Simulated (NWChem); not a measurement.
# triplet BBrCl2: levels of theory compared

Aim: a comparison of 5 runs (UB3LYP/cc-pVDZ, UPBE0/cc-pVDZ, UBHLYP/cc-pVDZ, UCAM-B3LYP/cc-pVDZ, UM06-2X/cc-pVDZ) of triplet BBrCl2. 

Program for the calculation: NWChem 7.3.0.

## (1) Starting point

The species is BBrCl2 (4 atoms), meant as a triplet with charge 0. SMILES of the parent species: `ClB(Cl)Br`. The coordinates come from a PBE0-D4/def2-TZVP relaxation. That shape belongs to the parent species and isn't relaxed for this state.

Bond lengths: Cl1–B2 1.735 Å, B2–Cl3 1.735 Å, B2–Br4 1.901 Å. Angles: Cl1–B2–Cl3 120.1°, Cl1–B2–Br4 119.9°, Cl3–B2–Br4 119.9°.

## (2) The energy at UB3LYP/cc-pVDZ (run 1)

The input, bbrcl2.xyz:

```xyz
4
BBrCl2
Cl     0.582100     0.666000     1.510800
B      0.037200    -0.038100     0.022100
Cl     0.444300    -1.679200    -0.365600
Br    -1.008100     0.991100    -1.187600
```

The input, run.py:

```python
from ase.io import read
from ase.calculators.nwchem import NWChem

mol = read('bbrcl2.xyz')

calc = NWChem(
    label='bbrcl2',
    theory='dft',
    memory='2200 mb',
    basis='cc-pVDZ',
    basispar='spherical bse',
    dft={'xc': 'b3lyp', 'mult': '3', 'grid': 'xfine', 'convergence': 'energy 1e-08', 'iterations': '100', 'mulliken': None, 'print': 'low'},
    task='energy',
)
mol.calc = calc

e = mol.get_potential_energy()
print(f"E = {e:.6f} eV")
```

On the command line:

```console
export ASE_NWCHEM_COMMAND="nwchem PREFIX.nwi > PREFIX.nwo"
python run.py
```

What it wrote:

```text
E = -95766.916901 eV
```

The calculator wrote bbrcl2.nwi:

```
title "bbrcl2"

permanent_dir bbrcl2

scratch_dir bbrcl2

start bbrcl2

geometry units angstrom nocenter noautosym noautoz
  Cl 5.8209999999999995e-01 6.6600000000000004e-01 1.5107999999999999e+00
  B  3.7199999999999997e-02 -3.8100000000000002e-02 2.2100000000000002e-02
  Cl 4.4429999999999997e-01 -1.6792000000000000e+00 -3.6559999999999998e-01
  Br -1.0081000000000000e+00 9.9109999999999998e-01 -1.1876000000000000e+00
end

memory 2200 mb

basis spherical bse noprint
   * library cc-pVDZ
end

dft
  xc b3lyp
  mult 3
  grid xfine
  convergence energy 1e-08
  iterations 100
  mulliken
  print low
end

task dft energy
```

bbrcl2.nwo:

```text
Northwest Computational Chemistry Package (NWChem) 7.3.0
             --------------------------------------------------------

           Job information
           ---------------

    nwchem branch   = 7.3.0
    use scalapack   = T
    input           = bbrcl2.nwi
    prefix          = bbrcl2.
    data base       = bbrcl2/bbrcl2.db
    status          = startup
    nproc           =        1

           Memory information
           ------------------

    heap     =     72089596 doubles =      550.0 Mbytes
    stack    =     72089601 doubles =      550.0 Mbytes
    global   =    144179200 doubles =     1100.0 Mbytes (distinct from heap & stack)
    total    =    288358397 doubles =     2200.0 Mbytes
    verify   = yes
    hardfail = no

[... 36 lines left out ...]
            Nuclear Dipole moment (a.u.)
[... 73 lines left out ...]
   convergence    iter        energy       DeltaE   RMS-Dens  Diis-err    time
[... 13 lines left out ...]
         Total DFT energy =    -3519.369311637929
      One electron energy =    -5585.222274220204
           Coulomb energy =     1866.408597954223
    Exchange-Corr. energy =     -151.964889945028
 Nuclear repulsion energy =      351.409254573081
[... 38 lines left out ...]
     ------------------------------------------
      Spin Density - Lowdin Population Analysis
     ------------------------------------------

    Atom       Charge   Shell Charges
 -----------   ------   -------------------------------------------------------
    1 Cl  17     0.35  -0.00  0.00  0.00 -0.00  0.00  0.23  0.09  0.02
    2 B    5     0.74   0.00  0.02  0.00  0.56  0.17 -0.02
    3 Cl  17     0.35  -0.00  0.00  0.00 -0.00  0.00  0.23  0.09  0.02
    4 Br  35     0.56  -0.00 -0.00  0.00  0.00  0.00  0.00  0.00  0.32  0.20 -0.00  0.04

     --------------------------
     Expectation value of S2:
     --------------------------
      <S2> =      2.0058 (Exact =     2.0000)

 Task  times  cpu:      107.0s     wall:      107.0s
 Total times  cpu:      107.0s     wall:      107.0s
```

It took 1.8 min on 1 thread of Intel Xeon Platinum 8488C (Sapphire Rapids), shared host; peak memory 0.12 GiB.

## (3) A single-point energy at UPBE0/cc-pVDZ (run 2)

The input, run.nw:

```
start run
memory stack 880 mb heap 220 mb global 1100 mb

geometry units bohr noautosym nocenter noautoz
 Cl   1.10000958   1.25855760   2.85499823
 B    0.07029781  -0.07199857   0.04176295
 Cl   0.83960532  -3.17322811  -0.69088387
 Br  -1.90503291   1.87290756  -2.24423875
end

basis spherical bse
 * library cc-pVDZ
end

dft
 xc pbe0
 mult 3
 grid xfine
 convergence energy 1e-08
 maxiter 100
 mulliken
 print low
end

task dft energy
```

On the command line:

```console
nwchem run.nw > run.out
```

What it wrote:

```text
[...]
 d= 0,ls=0.0,diis     1  -3518.6261230587 -3.87D+03  7.73D-03  1.10D-01    13.0
[...]
 d= 0,ls=0.0,diis    12  -3518.6828277082 -7.72D-09  6.08D-07  1.79D-09   107.5
[...]
         Total DFT energy =    -3518.682827708169
      One electron energy =    -5585.088265820998
           Coulomb energy =     1866.277270047130
    Exchange-Corr. energy =     -151.281060898361
 Nuclear repulsion energy =      351.409228964059
[...]
      Total Density - Mulliken Population Analysis
     ---------------------------------------------
    Atom       Charge   Shell Charges
 -----------   ------   -------------------------------------------------------
    1 Cl  17    16.98   2.00  2.03  0.96  0.91  6.00  3.05  1.99  0.04
    2 B    5     5.19   2.01  0.56  0.16  1.78  0.46  0.21
    3 Cl  17    16.98   2.00  2.03  0.96  0.91  6.00  3.05  1.99  0.04
    4 Br  35    34.85   2.00  2.00  2.03  1.09  0.81  6.00  6.01  2.65  2.21  9.95  0.10
[...]
      <S2> =      2.0072 (Exact =     2.0000)
[...]
```

Wall time 1.8 min (1 thread of Intel Xeon Platinum 8488C (Sapphire Rapids), shared host); peak memory 0.12 GiB.

Runs 3 to 4 aren't shown in full; the table further down has their settings and results.

## (4) The energy at UM06-2X/cc-pVDZ (run 5)

The input, bbrcl2.nw:

```
start bbrcl2
title "BBrCl2 energy"
memory total 2200 mb
geometry units angstrom noautosym nocenter noautoz
 Cl    0.582100    0.666000    1.510800
 B     0.037200   -0.038100    0.022100
 Cl    0.444300   -1.679200   -0.365600
 Br   -1.008100    0.991100   -1.187600
end
basis spherical bse
 Cl library cc-pVDZ
 B library cc-pVDZ
 Br library cc-pVDZ
end
dft
 xc m06-2x
 mult 3
 grid xfine
 convergence energy 1e-08
 maxiter 100
 mulliken
end
task dft energy
```

On the command line:

```console
nwchem bbrcl2.nw > bbrcl2.out
```

What it wrote:

```text
[...]
          Wavefunction type:  spin polarized.
          No. of atoms     :     4
          No. of electrons :    74
[...]
          Charge           :     0
          Spin multiplicity:     3
[...]
          AO basis - number of functions:    77
[...]
              XC Information
              --------------
                       M06-2X Method XC Functional
                     Hartree-Fock (Exact) Exchange  0.540
                        M06-2X Exchange Functional  1.000
                      M06-2X Correlation Potential  1.000
[...]
 d= 0,ls=0.0,diis     1  -3519.2543473898 -3.87D+03  6.65D-03  8.49D-02    14.0
[...]
 d= 0,ls=0.0,diis    15  -3519.3000883086 -7.80D-10  2.68D-07  1.42D-11   153.6
[...]
         Total DFT energy =    -3519.300088308627
      One electron energy =    -5585.044202358329
           Coulomb energy =     1866.282882039897
    Exchange-Corr. energy =     -151.948022563276
 Nuclear repulsion energy =      351.409254573081
[...]
      Total Density - Mulliken Population Analysis
     ---------------------------------------------
    Atom       Charge   Shell Charges
 -----------   ------   -------------------------------------------------------
    1 Cl  17    16.99   2.00  2.03  0.97  0.89  6.00  3.05  2.02  0.04
    2 B    5     5.22   2.01  0.55  0.19  1.76  0.51  0.21
    3 Cl  17    16.99   2.00  2.03  0.97  0.89  6.00  3.05  2.02  0.04
    4 Br  35    34.80   2.00  2.00  2.03  1.06  0.85  6.00  6.00  2.60  2.20  9.97  0.08
[...]
      <S2> =      2.0087 (Exact =     2.0000)
[...]
```

Run time: 2.6 min. Hardware: 1 thread of Intel Xeon Platinum 8488C (Sapphire Rapids), shared host; peak memory 0.12 GiB.

## (5) The series

```csv
run,level,energy (Eh),⟨S²⟩,wall time
1,UB3LYP/cc-pVDZ,-3519.369312,2.006,1.8 min
2,UPBE0/cc-pVDZ,-3518.682828,2.007,1.8 min
3,UBHLYP/cc-pVDZ,-3519.279535,2.011,2 min
4,UCAM-B3LYP/cc-pVDZ,-3519.434763,2.008,2.6 min
5,UM06-2X/cc-pVDZ,-3519.300088,2.009,2.6 min
```

## (6) Summary of results

| quantity | value |
| --- | --- |
| run 5: total energy | -3519.30009 Eh |
| run 5: dipole moment | 1.96 D |
| run 5: HOMO energy (highest over α and β) | -4.29 eV |
| run 5: ⟨S²⟩ | 2.009 |

**Reading.** Over runs 3, 4, 5 the dipole moment (its size) runs from 1.77 D (UCAM-B3LYP/cc-pVDZ) to 2.38 D (UBHLYP/cc-pVDZ). Totals of different functionals can't be ranked against each other. All runs together took 11 min, the longest 2.6 min.
